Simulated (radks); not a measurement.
# Ionisation of Ba³⁺: one atom, several choices of exchange strength α

How much does the choice of exchange strength α matter for taking an electron from Ba³⁺? Both Ba³⁺ ([Kr] 4d10 5s2 5p5) and Ba⁴⁺ ([Kr] 4d10 5s2 5p4) are run for each choice.

Program: radks (a radial shooting solver on a logarithmic mesh, Libxc functionals) version 1. Level of theory: Dirac Kohn-Sham, spin-unpolarised, spherical densities, point nucleus; open shells fill j = l - 1/2 first. These are calculated values, not measurements, unless marked.

## (1) Starting point

```
element       : barium (Z = 56)
charge        : +3
electrons     : 53
configuration : [Kr] 4d10 5s2 5p5
ion           : Ba⁴⁺, [Kr] 4d10 5s2 5p4
choices       : α = 0.667; α = 0.682; α = 0.704; α = 0.728; α = 0.793; α = 0.804; α = 0.933; α = 0.983
```

## (2) α = 0.667: Ba³⁺

The run's settings:

```text
Z 56
configuration [Kr] 4d10 5s2 5p5
relativity Dirac
functional xalpha 0.667
spin unpolarised
j_filling energy
nucleus point
c 137.035999084
```

## (3) α = 0.667: Ba⁴⁺

Input: that of step 2 with these lines changed.

```diff
@@ -1,3 +1,3 @@
 Z 56
-configuration [Kr] 4d10 5s2 5p5
+configuration [Kr] 4d10 5s2 5p4
 relativity Dirac
```

## (4) α = 0.682: Ba³⁺

The run's settings:

```text
Z 56
configuration [Kr] 4d10 5s2 5p5
relativity Dirac
functional xalpha 0.682
spin unpolarised
j_filling energy
nucleus point
c 137.035999084
```

## (5) α = 0.682: Ba⁴⁺

Input: that of step 4 with these lines changed.

```diff
@@ -1,3 +1,3 @@
 Z 56
-configuration [Kr] 4d10 5s2 5p5
+configuration [Kr] 4d10 5s2 5p4
 relativity Dirac
```

## (6) α = 0.704: Ba³⁺

The run's settings:

```text
Z 56
configuration [Kr] 4d10 5s2 5p5
relativity Dirac
functional xalpha 0.704
spin unpolarised
j_filling energy
nucleus point
c 137.035999084
```

## (7) α = 0.704: Ba⁴⁺

Input: that of step 6 with these lines changed.

```diff
@@ -1,3 +1,3 @@
 Z 56
-configuration [Kr] 4d10 5s2 5p5
+configuration [Kr] 4d10 5s2 5p4
 relativity Dirac
```

## (8) α = 0.728: Ba³⁺

The run's settings:

```text
Z 56
configuration [Kr] 4d10 5s2 5p5
relativity Dirac
functional xalpha 0.728
spin unpolarised
j_filling energy
nucleus point
c 137.035999084
```

## (9) α = 0.728: Ba⁴⁺

Input: that of step 8 with these lines changed.

```diff
@@ -1,3 +1,3 @@
 Z 56
-configuration [Kr] 4d10 5s2 5p5
+configuration [Kr] 4d10 5s2 5p4
 relativity Dirac
```

## (10) α = 0.793: Ba³⁺

The run's settings:

```text
Z 56
configuration [Kr] 4d10 5s2 5p5
relativity Dirac
functional xalpha 0.793
spin unpolarised
j_filling energy
nucleus point
c 137.035999084
```

## (11) α = 0.793: Ba⁴⁺

Input: that of step 10 with these lines changed.

```diff
@@ -1,3 +1,3 @@
 Z 56
-configuration [Kr] 4d10 5s2 5p5
+configuration [Kr] 4d10 5s2 5p4
 relativity Dirac
```

## (12) α = 0.804: Ba³⁺

The run's settings:

```text
Z 56
configuration [Kr] 4d10 5s2 5p5
relativity Dirac
functional xalpha 0.804
spin unpolarised
j_filling energy
nucleus point
c 137.035999084
```

## (13) α = 0.804: Ba⁴⁺

Input: that of step 12 with these lines changed.

```diff
@@ -1,3 +1,3 @@
 Z 56
-configuration [Kr] 4d10 5s2 5p5
+configuration [Kr] 4d10 5s2 5p4
 relativity Dirac
```

## (14) α = 0.933: Ba³⁺

The run's settings:

```text
Z 56
configuration [Kr] 4d10 5s2 5p5
relativity Dirac
functional xalpha 0.933
spin unpolarised
j_filling energy
nucleus point
c 137.035999084
```

## (15) α = 0.933: Ba⁴⁺

Input: that of step 14 with these lines changed.

```diff
@@ -1,3 +1,3 @@
 Z 56
-configuration [Kr] 4d10 5s2 5p5
+configuration [Kr] 4d10 5s2 5p4
 relativity Dirac
```

## (16) α = 0.983: Ba³⁺

The run's settings:

```text
Z 56
configuration [Kr] 4d10 5s2 5p5
relativity Dirac
functional xalpha 0.983
spin unpolarised
j_filling energy
nucleus point
c 137.035999084
```

## (17) α = 0.983: Ba⁴⁺

Input: that of step 16 with these lines changed.

```diff
@@ -1,3 +1,3 @@
 Z 56
-configuration [Kr] 4d10 5s2 5p5
+configuration [Kr] 4d10 5s2 5p4
 relativity Dirac
```

What does the calculation give? Wanted: for each run, exchange strength α; E(Ba³⁺); Δ-SCF; −ε(HOMO); <r> HOMO; error.

**Answer**, as computed:

```csv
exchange strength α,E(Ba³⁺) (hartree),Δ-SCF (eV),−ε(HOMO) (eV),<r> HOMO (bohr),error (eV)
α = 0.667,-8125.9942,45.870,40.060,1.863,-1.13
α = 0.682,-8130.1756,46.132,40.314,1.859,-0.87
α = 0.704,-8136.3120,46.518,40.689,1.853,-0.48
α = 0.728,-8143.0110,46.941,41.099,1.847,-0.06
α = 0.793,-8161.1794,48.096,42.220,1.831,+1.10
α = 0.804,-8164.2577,48.293,42.412,1.828,+1.29
α = 0.933,-8200.4367,50.630,44.685,1.797,+3.63
α = 0.983,-8214.4986,51.551,45.582,1.785,+4.55
```

What this shows: The NIST Atomic Spectra Database lists 47.0 +/- 0.3 eV (semi-empirical). The smallest miss is that of α = 0.728 (-0.06 eV), the largest that of α = 0.983 (+4.55 eV). The ionisation energies span 5.68 eV, the total energies of Ba³⁺ 2408 eV: most of the change in the total cancels in the difference. α = 2/3 is LDA exchange; there is no correlation term. The tabulated value is met near α = 0.73. Spin polarisation and multiplet splitting are left out, so open shells lie too high by an amount that depends on their filling.
